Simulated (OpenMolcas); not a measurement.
**A workflow on SnSiH6O (SMILES [SiH3][O][SnH3])**

Aim: a series of 13 runs (HF/ANO-RCC-VDZ, CASSCF(10,10)/ANO-RCC-VDZ, MC-PDFT[tOPBE](10,10)/ANO-RCC-VDZ, CASPT2[IPEA 0](10,10)/ANO-RCC-VDZ, SC-NEVPT2(10,10)/ANO-RCC-VDZ, MC-PDFT[tPBE](10,10)/ANO-RCC-VDZ, MC-PDFT[ftBLYP](10,10)/ANO-RCC-VDZ) of H6OSiSn. 

The calculation is run with OpenMolcas 26.06.

1 further run of the same task is left out (set aside as unsound or not needed).

## (1) The system as given

SnSiH6O: 9 atoms, total charge 0, spin state singlet. SMILES: `[SiH3][O][SnH3]`. Geometry: relaxed at PBE0-D4/def2-TZVP.

Bond lengths: Si1–O2 1.627 Å, O2–Sn3 1.963 Å, Si1–H4 1.492 Å, Si1–H5 1.486 Å, Si1–H6 1.492 Å, Sn3–H7 1.699 Å, Sn3–H8 1.705 Å, Sn3–H9 1.705 Å. Some angles: Si1–O2–Sn3 136.6°, O2–Si1–H4 111.4°, O2–Si1–H5 109.0°, O2–Si1–H6 111.4°, O2–Sn3–H7 103.7°, O2–Sn3–H8 106.7°, O2–Sn3–H9 106.7°, H4–Si1–H5 108.8°, H4–Si1–H6 107.4°, H5–Si1–H6 108.8°.

## (2) The energy at HF/ANO-RCC-VDZ (DKH2, RICD fitting) (run 1)

coord.xyz

```xyz
9

Si    -0.707500     1.106300    -0.961800
O      0.549600     0.232700    -0.411000
Sn     0.837100    -1.145700     0.956400
H     -1.786000     0.228100    -1.502000
H     -0.233000     2.004100    -2.046400
H     -1.309600     1.937400     0.121200
H      2.493700    -1.499800     0.829900
H     -0.166000    -2.460900     0.544700
H      0.410100    -0.448400     2.452000
```

step1.inp

```
&GATEWAY
 Coord = coord.xyz
 Basis = ANO-RCC-VDZ
 Group = NoSym
 RICD

&SEWARD

&SCF
 PrOrbitals = 1 1
```

Started as:

```bash
export MOLCAS_MEM=1860
pymolcas step1.inp > step1.log
```

Standard output:

```text
--- Start Module: gateway ---
[...]
--- Stop Module: gateway /rc=_RC_ALL_IS_WELL_ ---
[...]
--- Start Module: seward ---
[...]
      Basis functions           65
--- Stop Module: seward /rc=_RC_ALL_IS_WELL_ ---
[...]
--- Start Module: scf ---
[...]
       Convergence after  10 Iterations
[...]
::    Total SCF energy                              -6540.3419811090
[...]
      Total spin, S                                     0.0000000000
[...]
      Total electronic charge=   78.000000
      Total            charge=   -0.000000
[...]
      Dipole Moment (debye):
      Origin of the operator (angstrom)=    0.5224   -0.6058    0.4802
                   X= -4.9992E-01               Y= -1.5008E+00               Z=  1.7270E+00           Total=  2.3419E+00
      Quadrupole Moment (debye*angstrom):
[...]
--- Stop Module: scf /rc=_RC_ALL_IS_WELL_ ---
[...]
```

Wall time 8.1 s (1 thread of Intel Xeon 6975P-C (Granite Rapids), shared host); peak memory 0.33 GiB.

## (3) The excited states at CASSCF(10,10)/ANO-RCC-VDZ (DKH2, RICD fitting, 2 states averaged) (run 2)

coord.xyz is that of step 2.

step2.inp

```
&GATEWAY
Coord
coord.xyz
Basis
ANO-RCC-VDZ
Group
NoSym
RICD
&SEWARD
&RASSCF
FileOrb
$CurrDir/step1.ScfOrb
Spin
1
Nactel
10 0 0
Inactive
34
Ras2
10
CIRoot
2 2 1
OrbListing
Nothing
OrbAppear
Compact
```

Started as:

```bash
export MOLCAS_MEM=1860
pymolcas step2.inp > step2.log
```

Standard output:

```text
--- Start Module: gateway ---
[...]
--- Start Module: seward ---
[...]
      Basis functions           65
[...]
      Number of active orbitals                 10
[...]
      Spin quantum number                      0.0
[...]
      Active orbitals                           10
[...]
      Number of CSFs                         19404
[...]
      Number of root(s) required                 2
[...]
      Convergence after 84 iterations
[...]
      printout of CI-coefficients larger than  0.05 for root  1
      energy=   -6540.463238
      conf/sym  1111111111     Coeff  Weight
             1  2222200000   0.96516 0.93153
             6  2222u0000d   0.06233 0.00388
            23  u22220d000   0.05299 0.00281
            41  2222000002  -0.06104 0.00373
           150  u22d2u0d00  -0.06148 0.00378
           237  0222220000  -0.05005 0.00250
[...]
      Natural orbitals and occupation numbers for root  1
      sym 1:   1.969505   1.990730   1.971300   1.976936   1.973923   0.032442   0.008856   0.022334   0.028156   0.025818
      Natural orbitals and occupation numbers for root  2
      sym 1:   1.970186   1.996165   1.977339   1.978703   0.993227   0.032023   1.000766   0.020626   0.022553   0.008411
      ************************************************************************************************************************
      *                                                    Final results                                                     *
[...]
::    RASSCF root number  1 Total energy:  -6540.46323840
::    RASSCF root number  2 Total energy:  -6540.18867240
[...]
      Dipole Moment (debye):
      Origin of the operator (angstrom)=    0.5224   -0.6058    0.4802
                   X= -1.1248E+00               Y=  2.0579E+00               Z= -1.8300E+00           Total=  2.9747E+00
      Quadrupole Moment (debye*angstrom):
[...]
```

Wall time 45 s (1 thread of Intel Xeon 6975P-C (Granite Rapids), shared host); peak memory 0.33 GiB.

Run 3 isn't shown in full; the table further down has it.

## (4) The excited states at CASPT2[IPEA 0](10,10)/ANO-RCC-VDZ (DKH2, RICD fitting, ipea shift 0 Eh, pt2 variant XMS, 2 states averaged) (run 4)

coord.xyz is that of step 3.

step4.inp

```
&GATEWAY
Coord=coord.xyz
Basis=ANO-RCC-VDZ
Group=NoSym
RICD
&SEWARD
&RASSCF
FileOrb=$CurrDir/step2.RasOrb
Spin=1
Nactel=10 0 0
Inactive=34
Ras2=10
CIRoot=2 2 1
OrbListing=Nothing
OrbAppear=Compact
&CASPT2
XMultistate=all
IPEA=0
Imaginary=0.2
```

Started as:

```bash
export MOLCAS_MEM=1860
pymolcas step4.inp > step4.log
```

Standard output:

```text
--- Start Module: gateway ---
[...]
--- Stop Module: gateway /rc=_RC_ALL_IS_WELL_ ---
[...]
      Basis functions           65
[...]
      Number of active orbitals                 10
[...]
      Spin quantum number                      0.0
[...]
      Active orbitals                           10
[...]
      Number of CSFs                         19404
[...]
      Number of root(s) required                 2
[...]
      Convergence after  6 iterations
[...]
      printout of CI-coefficients larger than  0.05 for root  1
      energy=   -6540.463238
      conf/sym  1111111111     Coeff  Weight
             1  2222200000   0.96516 0.93154
             6  2222u0000d   0.06233 0.00389
            23  u22220d000   0.05305 0.00281
            41  2222000002  -0.06105 0.00373
           150  u22d2u0d00  -0.06151 0.00378
[...]
      Natural orbitals and occupation numbers for root  1
      sym 1:   1.969518   1.990727   1.971301   1.976947   1.973922   0.032430   0.008856   0.022326   0.028156   0.025818
      Natural orbitals and occupation numbers for root  2
      sym 1:   1.970206   1.996162   1.977340   1.978704   0.993227   0.032009   1.000764   0.020626   0.022550   0.008412
      ************************************************************************************************************************
      *                                                    Final results                                                     *
[...]
::    RASSCF root number  1 Total energy:  -6540.46323794
::    RASSCF root number  2 Total energy:  -6540.18867286
[...]
      Total electronic charge=   78.000000
      Total            charge=   -0.000000
[...]
      Total energy:           -6540.3329941159
[...]
      Reference weight:           0.92857
[...]
::    XMS-CASPT2 Root  1     Total energy:  -6540.58947011
::    XMS-CASPT2 Root  2     Total energy:  -6540.33299412
[...]
```

It took 27 s on 1 thread of Intel Xeon 6975P-C (Granite Rapids), shared host; peak memory 0.33 GiB.

Runs 5 to 12 aren't shown in full; the table further down has their settings and results.

## (5) The vertical excitations at SC-NEVPT2(10,10)/ANO-RCC-VDZ (DKH2, RICD fitting, pt2 variant QD-SC-NEVPT2, 2 states averaged) (run 13)

coord.xyz is that of step 4.

step13.inp

```
&GATEWAY
 Coord=coord.xyz
 Basis=ANO-RCC-VDZ
 Group=NoSym
 RICD

&SEWARD

&RASSCF
 FileOrb=$CurrDir/step2.RasOrb
 Spin=1
 Nactel=10 0 0
 Inactive=34
 Ras2=10
 CIRoot=2 2 1
 OrbListing=Nothing
 OrbAppear=Compact

&CASPT2
 SC-NEVPT2
 Multistate=all
```

Started as:

```bash
export MOLCAS_MEM=1860
pymolcas step13.inp > step13.log
```

Standard output:

```text
--- Start Module: gateway ---
[...]
      Basis functions           65
[...]
      Number of active orbitals                 10
[...]
      Spin quantum number                      0.0
[...]
      Active orbitals                           10
[...]
      Number of CSFs                         19404
[...]
      Number of root(s) required                 2
[...]
      Convergence after  6 iterations
[...]
      printout of CI-coefficients larger than  0.05 for root  1
      energy=   -6540.463238
      conf/sym  1111111111     Coeff  Weight
             1  2222200000   0.96516 0.93154
             6  2222u0000d   0.06233 0.00389
            23  u22220d000   0.05305 0.00281
            41  2222000002  -0.06105 0.00373
           150  u22d2u0d00  -0.06151 0.00378
[...]
      Natural orbitals and occupation numbers for root  1
      sym 1:   1.969518   1.990727   1.971301   1.976947   1.973922   0.032430   0.008856   0.022326   0.028156   0.025818
      Natural orbitals and occupation numbers for root  2
      sym 1:   1.970206   1.996162   1.977340   1.978704   0.993227   0.032009   1.000764   0.020626   0.022550   0.008412
      ************************************************************************************************************************
      *                                                    Final results                                                     *
[...]
::    RASSCF root number  1 Total energy:  -6540.46323794
::    RASSCF root number  2 Total energy:  -6540.18867286
[...]
      Total electronic charge=   78.000000
      Total            charge=   -0.000000
[...]
::    QD-PC-NEVPT2 Root  1     Total energy:  -6540.58367714
::    QD-PC-NEVPT2 Root  2     Total energy:  -6540.32393745
[...]
::    QD-SC-NEVPT2 Root  1     Total energy:  -6540.58071878
::    QD-SC-NEVPT2 Root  2     Total energy:  -6540.31750492
[...]
```

It took 33 s on 1 thread of Intel Xeon 6975P-C (Granite Rapids), shared host; peak memory 0.33 GiB.

## (6) The series

```
run                                                                                                                              level      starting guess        task  partner   energy (Eh)  dipole moment (D) of the reference  wall time
  1                                                                                                HF/ANO-RCC-VDZ (DKH2, RICD fitting)                   –      energy     base  -6540.341981                                2.34      8.1 s
  2                                                                  CASSCF(10,10)/ANO-RCC-VDZ (DKH2, RICD fitting, 2 states averaged)  orbitals of step 1     excited     base  -6540.463238                                2.38       45 s
  3                                                          MC-PDFT[tOPBE](10,10)/ANO-RCC-VDZ (DKH2, RICD fitting, 2 states averaged)  orbitals of step 2     excited     base  -6546.104053                                2.38       19 s
  4                        CASPT2[IPEA 0](10,10)/ANO-RCC-VDZ (DKH2, RICD fitting, ipea shift 0 Eh, pt2 variant XMS, 2 states averaged)  orbitals of step 2     excited     base  -6540.589470                                2.38       27 s
  5                                                                                     CASSCF(10,10)/ANO-RCC-VDZ (DKH2, RICD fitting)  orbitals of step 2    optimise     base  -6540.504151                                1.26    1.8 min
  6                                                           SC-NEVPT2(10,10)/ANO-RCC-VDZ (DKH2, RICD fitting, pt2 variant SC-NEVPT2)  orbitals of step 2      energy  rattled  -6540.581072                                1.60       19 s
  7                                                           MC-PDFT[tPBE](10,10)/ANO-RCC-VDZ (DKH2, RICD fitting, 2 states averaged)  orbitals of step 2     excited     base  -6543.469152                                   –       13 s
  8                                                                  CASSCF(10,10)/ANO-RCC-VDZ (DKH2, RICD fitting, 2 states averaged)  orbitals of step 2     excited     base  -6540.463238                                2.38       14 s
  9  CASPT2[IPEA 0](10,10)/ANO-RCC-VDZ (DKH2, RICD fitting, ipea shift 0 Eh, pt2 variant SS, 2 states averaged, second multiplicity 3)  orbitals of step 2  spin-orbit     base  -6540.588250                                   –       52 s
 10                                                          CASSCF(10,10)/ANO-RCC-VDZ (DKH2, RICD fitting, 2 states averaged, root 1)  orbitals of step 2    gradient     base  -6540.463238                                2.38       20 s
 11                                                         MC-PDFT[ftBLYP](10,10)/ANO-RCC-VDZ (DKH2, RICD fitting, 2 states averaged)  orbitals of step 2     excited  triplet  -6544.749565                                2.86       20 s
 12     CASPT2[IPEA 0](10,10)/ANO-RCC-VDZ (DKH2, RICD fitting, casscf solver Home, ipea shift 0 Eh, pt2 variant SS, 2 states averaged)  orbitals of step 2     excited     base  -6540.588357                                2.38       28 s
 13                                     SC-NEVPT2(10,10)/ANO-RCC-VDZ (DKH2, RICD fitting, pt2 variant QD-SC-NEVPT2, 2 states averaged)  orbitals of step 2     excited     base  -6540.580719                                2.38       33 s
```

## (7) Summary of results

```
                                                                               quantity           value
                  run 13, SC-NEVPT2(10,10)/ANO-RCC-VDZ: energy of the lowest of 2 roots  -6540.58072 Eh
                   run 13, SC-NEVPT2(10,10)/ANO-RCC-VDZ: dipole moment (CASSCF density)          2.38 D
run 13, SC-NEVPT2(10,10)/ANO-RCC-VDZ: lowest excitation energy within this active space         7.16 eV
```

All runs together took 6.8 min, the longest 1.8 min.
